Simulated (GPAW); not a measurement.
Runs of GPAW 26.7.0 on BPd4. It takes space group Pmm2 (No. 25, orthorhombic). Conventional cell: a = 2.892 Å, b = 4.365 Å, c = 5.856 Å, α = 90.00°, β = 90.00°, γ = 90.00°. Around Pd (site symmetry mm2) lie 1 B at 1.96 Å. Pd (site symmetry mm2) is surrounded by 2 B at 2.03 Å. Pd (site symmetry mm2) is surrounded by 10 Pd at 2.73 to 3.07 Å. Around Pd (site symmetry mm2) lie 2 B at 2.18 Å. Around B (site symmetry mm2) lie 5 Pd at 1.96 to 2.18 Å. The cell comes from a database or a generator and needn't be the stable form of this composition.

```csv
task,level,potentials or basis,k mesh,band path,band points,mesh quality,pressure (GPa),largest force (eV/Å)
band structure,RPBE,"the program's PAW data sets (release 1.2.1) made for this functional, pw",7 × 5 × 4,"GXSYGZURTZ,YT,UX,SR",60,not flagged,3.2,(a)
band structure,PBEsol,"PAW data sets generated in the run's folder for this functional, pw",7 × 5 × 4,"GXSYGZURTZ,YT,UX,SR",60,not flagged,-8.2,0.16
band structure,PBEsol,"PAW data sets generated in the run's folder for this functional, pw",6 × 4 × 3,"GXSYGZURTZ,YT,UX,SR",100,coarse,-8.2,0.19
single point,PBEsol,"PAW data sets generated in the run's folder for this functional, pw",9 × 6 × 5,-,-,not flagged,-8.2,0.16
```

Alike in all rows: no spin polarisation; cell as given; cutoff (eV) 800; smearing fermi-dirac 0.05 eV.

Q: Fill in the values left out.

A: (a) 0.17.

Caveats: some runs use coarse meshes.

Not every run made on this cell is shown here.
